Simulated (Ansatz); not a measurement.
**CH7NSn: one species, many methods**

An exercise on one series of results from a longer session: the logs are not shown, and one member is left open.

Program: Ansatz 0.2.0, Gaussian basis. Level of theory: functionals in def2-TZVPP, the program's frozen cores in correlated methods. These are calculated values, not measurements.

The runs, in order: LDA (SPW92), PBE-D4, revPBE-D4, BLYP-D4, r2SCAN-D4, B97M-V, PBE0-D4, B3LYP-D4, r2SCANh-D4, r2SCAN0-D4, HSE06-D4, BHLYP-D4, CAM-B3LYP-D4, LC-ωPBE, ωB97X-V, ωB97M-V, B2PLYP, PBE-QIDH; CCSD(T)/def2-SVP; CCSD(T)/def2-TZVPP; MP2/def2-QZVPP; extrapolation to the limit; RPA on PBE.

## The relaxed structure

All runs share one geometry, relaxed beforehand with PBE0-D4 in a triple-zeta def2 set. Sn takes the def2 core potential; no spin-orbit term is included.

SMILES `N[CH2][SnH3]`, 10 atoms, charge 0, spin multiplicity 1.

Atoms are counted from 1 here; the program's logs count them from 0.

Bond lengths: N1–C2 1.455 Å, N1–H4 1.012 Å, N1–H5 1.013 Å, C2–Sn3 2.157 Å, C2–H6 1.093 Å, C2–H7 1.099 Å, Sn3–H8 1.712 Å, Sn3–H9 1.712 Å, Sn3–H10 1.706 Å. Angles: C2–N1–H4 111.2°, C2–N1–H5 111.2°, H4–N1–H5 107.0°, N1–C2–Sn3 109.3°, N1–C2–H6 109.1°, N1–C2–H7 115.5°, Sn3–C2–H6 106.3°, Sn3–C2–H7 109.2°, H6–C2–H7 107.1°, C2–Sn3–H8 108.1°, C2–Sn3–H9 110.9°, C2–Sn3–H10 110.5°, H8–Sn3–H9 108.8°, H8–Sn3–H10 109.1°, H9–Sn3–H10 109.4°.

As a file:

```xyz
10

N    -0.7043    0.2287   -1.4114
C    -0.3300    0.7488   -0.1055
Sn    0.8911   -0.7050    0.9182
H    -1.3002   -0.5844   -1.3250
H    -1.2190    0.9182   -1.9464
H     0.2963    1.6341   -0.2398
H    -1.1665    1.0396    0.5447
H     0.1123   -2.2259    0.8097
H     1.0732   -0.2938    2.5696
H     2.4299   -0.8114    0.1890
```

Set-up of the first run:

The input, in.yaml:

```yaml
crystal:
  periodic: [false, false, false]
  atoms:
    - {symbol: N, position_ang: [-0.704267, 0.228672, -1.411401]}
    - {symbol: C, position_ang: [-0.329967, 0.748837, -0.105474]}
    - {symbol: Sn, position_ang: [0.891116, -0.705018, 0.918223]}
    - {symbol: H, position_ang: [-1.300212, -0.584412, -1.324952]}
    - {symbol: H, position_ang: [-1.219049, 0.918164, -1.946411]}
    - {symbol: H, position_ang: [0.296343, 1.634081, -0.239822]}
    - {symbol: H, position_ang: [-1.166504, 1.039616, 0.544654]}
    - {symbol: H, position_ang: [0.112264, -2.225911, 0.809673]}
    - {symbol: H, position_ang: [1.073242, -0.293767, 2.569646]}
    - {symbol: H, position_ang: [2.429933, -0.811361, 0.188963]}
basis:
  gaussian: {orbitals: def2-TZVPP}
hamiltonian: {xc: lda}
output: {orbitals: {seedname: orbitals}}
```

The run is started by

```bash
> ansatz run in.yaml --threads 2 --pin off --events-out ev --progress --plain --max-ram 4352MiB
```

Steps of the session up to this table: LDA; PBE-D4 (GGA); revPBE-D4 (GGA); BLYP-D4 (GGA); r2SCAN-D4 (meta-GGA); B97M-V (meta-GGA); PBE0-D4 (hybrid); B3LYP-D4 (hybrid); r2SCANh-D4 (hybrid); r2SCAN0-D4 (hybrid); HSE06-D4 (hybrid); BHLYP-D4 (hybrid); CAM-B3LYP-D4 (range-separated); LC-ωPBE (range-separated); ωB97X-V (range-separated); ωB97M-V (range-separated); B2PLYP (double hybrid); PBE-QIDH (double hybrid).

One table of the session follows, with a row left open; its other results are not shown here.

It belongs to the step «Orbital energies across the functionals». 

| functional | HOMO (eV) | LUMO (eV) | gap (eV) |
| --- | --- | --- | --- |
| LDA (SPW92) | -5.50 | -0.60 | 4.90 |
| PBE-D4 | -5.40 | -0.42 | 4.98 |
| revPBE-D4 | -5.36 | -0.34 | 5.01 |
| BLYP-D4 | -5.31 | -0.39 | 4.92 |
| r2SCAN-D4 | -5.68 | 0.07 | 5.75 |
| B97M-V | -5.85 | -0.31 | 5.54 |
| PBE0-D4 | -6.80 | 0.31 | 7.11 |
| B3LYP-D4 | -6.59 | 0.04 | 6.63 |
| r2SCANh-D4 | -6.21 | 0.30 | 6.51 |
| r2SCAN0-D4 | ? | ? | ? |
| HSE06-D4 | -6.40 | -0.04 | 6.35 |
| BHLYP-D4 | -8.11 | 0.91 | 9.02 |
| CAM-B3LYP-D4 | -8.21 | 1.07 | 9.27 |
| LC-ωPBE | -9.55 | 2.16 | 11.70 |
| ωB97X-V | -9.22 | 2.01 | 11.23 |
| ωB97M-V | -9.12 | 1.60 | 10.73 |

Q: Estimate the row for r2SCAN0-D4 from the others.

Worked estimate for «HOMO (eV)». Against the share of exact exchange, r2SCAN-D4 (0, -5.68), r2SCANh-D4 (0.1, -6.21) give a slope of -5.30 per unit share; at 0.25 the line stands at -7.00.

The run gave: HOMO (eV): -6.99; LUMO (eV): 0.63; gap (eV): 7.63. In «HOMO (eV)» the line misses by -0.01.
